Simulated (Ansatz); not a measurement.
Born–Oppenheimer molecular dynamics of a periodic cell of 36 atoms, Be (start crystal Be, start structure hcp, volume 1.15 times the crystal's). It goes on from the last frame of an earlier run, with new velocities.

Level of theory: Ansatz, DFT LDA, scalar-relativistic, plane waves, PAW. Settings: cutoff 420 eV, k mesh 2x2x2, fermi-dirac smearing 0.36 eV, no spin polarisation.

```json
{
 "ensemble": "NVT, Langevin thermostat",
 "time step": "0.75 fs",
 "steps asked": "160",
 "set temperature": "3360 K",
 "friction": "0.02 /fs",
 "temperature schedule": "120 steps to 300 K, then 40 steps to 300 K",
 "seed": "734290"
}
```

First frame:

```xyz
36
Lattice="7.1976 0.0000 0.0000 -3.5988 6.2333 0.0000 0.0000 0.0000 7.5191" Properties=species:S:1:pos:R:3
Be -0.212 0.338 -0.821
Be -0.426 1.970 0.904
Be 0.144 0.613 3.192
Be -0.246 1.925 5.957
Be -1.640 3.366 -0.120
Be -1.171 5.081 1.446
Be -1.832 2.868 2.273
Be -1.932 3.085 4.633
Be -2.506 4.845 -0.284
Be -2.226 6.867 1.434
Be -2.548 4.981 3.561
Be -2.409 5.955 5.016
Be 2.737 0.591 -0.368
Be 2.200 2.777 0.778
Be 2.432 0.425 3.466
Be 2.010 1.829 5.101
Be 1.991 3.956 -0.571
Be 0.767 4.330 1.514
Be 1.449 2.581 3.213
Be 0.013 3.786 5.176
Be 0.120 3.490 -0.453
Be 0.130 6.403 1.772
Be 0.970 4.864 3.564
Be -0.494 6.180 5.134
Be 5.439 1.361 -0.150
Be 4.163 1.595 1.517
Be 4.920 0.951 3.440
Be 4.793 1.253 5.162
Be 3.404 2.772 -0.834
Be 4.198 3.682 1.153
Be 3.526 2.307 3.824
Be 3.180 3.742 5.187
Be 0.724 5.621 -0.144
Be 2.123 6.389 1.830
Be 2.749 4.592 2.827
Be 2.164 5.879 5.073
```

(1) What does the run give?

(2) What happens to the structure?

(3) How do temperature and energy run in time?

## Answers

(1) The run went to its last step.

```
steps done                                               : 160
time covered                                             : 120 fs
mean temperature over the second half                    : 1377 K
spread of the potential energy over the second half      : 37.3 meV per atom
mean potential energy of the second half above the start : -207.5 meV per atom
```

The schedule's set-point averaged 558 K over the second half and the system 1377 K, so it lags behind the ramp. A run of 0.12 ps of so small a system gives no equilibrium averages. Limits of this set-up: coarse k mesh.

(2) Mean squared displacements from the first frame to the last, about the centre of mass: Be 0.90 Å². The details hang on the random start.

(3) 
```tsv
time (fs)	T (K)	potential energy less start (eV)
0.0	3267	0.000
3.8	3391	-2.700
7.5	3427	-3.857
11.2	3129	-3.066
15.0	2789	-1.404
18.8	2431	-0.830
22.5	2800	-2.440
26.2	2860	-4.100
30.0	2635	-4.382
33.8	2645	-3.982
37.5	2584	-4.171
41.2	2683	-4.633
45.0	2544	-4.422
48.8	2452	-4.361
52.5	2655	-5.148
56.2	2577	-5.631
60.0	2530	-5.631
63.8	2234	-5.645
67.5	1976	-5.840
71.2	1812	-5.965
75.0	1599	-6.094
78.8	1342	-6.393
82.5	1284	-6.718
86.2	1231	-7.027
90.0	1279	-7.627
93.8	1311	-8.222
97.5	1213	-8.373
101.2	1073	-8.115
105.0	946	-8.039
108.8	1007	-8.683
112.5	1077	-9.395
116.2	938	-9.636
120.0	876	-9.803
```

Time of the run: 10 min on 1 thread of Intel(R) Xeon(R) 6975P-C (Granite Rapids) (shared host), peak memory 0.7 GiB.
